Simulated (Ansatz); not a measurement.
# Mg2FeH6: the cost of one run

Method: DFT LDA, scalar-relativistic, plane waves, PAW, in Ansatz 0.2.0.

1 further run of the same task is left out (set aside as unsound or not needed).

### Step 1. The system as given

It takes space group Fm-3m (No. 225, cubic). Conventional cell: a = 6.279 Å, b = 6.279 Å, c = 6.279 Å, α = 90.00°, β = 90.00°, γ = 90.00°. Mg (site symmetry -43m) is surrounded by 12 H at 2.22 Å. Fe (site symmetry m-3m) has 6 H at 1.54 Å as nearest neighbours. H (site symmetry 4mm) has 1 Fe at 1.54 Å and 4 Mg at 2.22 Å as nearest neighbours.

As a file:

```cif
data_structure
_symmetry_space_group_name_H-M 'Fm-3m'
_symmetry_Int_Tables_number 225
_cell_length_a 6.2789
_cell_length_b 6.2789
_cell_length_c 6.2789
_cell_angle_alpha 90.000
_cell_angle_beta 90.000
_cell_angle_gamma 90.000
_cell_volume 247.54
loop_
_atom_site_label
_atom_site_type_symbol
_atom_site_symmetry_multiplicity
_atom_site_Wyckoff_symbol
_atom_site_fract_x
_atom_site_fract_y
_atom_site_fract_z
_atom_site_occupancy
Mg1 Mg 8 c 0.25000 0.75000 0.75000 1
Fe1 Fe 4 a 0.00000 0.00000 0.00000 1
H1 H 24 e 0.24516 0.00000 0.00000 1
```

It is the result of an earlier relaxation at this level (volume 6.88 Å³/atom; gap on the mesh: 1.79 eV).

### Step 2. The cell scaled to 0.97 of its volume

The input, input.yaml:

```yaml
crystal:
  lattice:
    - [0.0, 3.1077340995, 3.1077340995]
    - [3.1077340995, 0.0, 3.1077340995]
    - [3.1077340995, 3.1077340995, 0.0]
  atoms:
    - { symbol: Mg, position: [0.25, 0.25, 0.25] }
    - { symbol: Mg, position: [0.75, 0.75, 0.75] }
    - { symbol: Fe, position: [0.0, 0.0, 0.0] }
    - { symbol: H, position: [0.7548406824, 0.2451593176, 0.2451593176] }
    - { symbol: H, position: [0.2451593176, 0.7548406824, 0.2451593176] }
    - { symbol: H, position: [0.2451593176, 0.7548406824, 0.7548406824] }
    - { symbol: H, position: [0.7548406824, 0.2451593176, 0.7548406824] }
    - { symbol: H, position: [0.2451593176, 0.2451593176, 0.7548406824] }
    - { symbol: H, position: [0.7548406824, 0.7548406824, 0.2451593176] }
basis:
  ecutwfc: 420
kpoints:
  mp_grid: { grid: [8, 8, 8] }
hamiltonian:
  xc: lda
scf:
  occupations: { method: gaussian, width: 0.02 }
output:
  forces: true
  stress: true
  eigenvalues: true
relax:
  adjacent_minimum: "off"
  f_tol: 0.01
  max_steps: 30
```

Launch:

```bash
$ ansatz run input.yaml --threads 2 --pin off --max-ram 5120MiB --backend cpu --events-out ev --progress --plain --runs-dir out
```

**Question.** How long does this run take on 2 threads of Intel Xeon at 2.50GHz (Skylake/Cascade Lake), shared host, and how much memory does it need?

About 13 s, with a peak of 0.4 GiB.
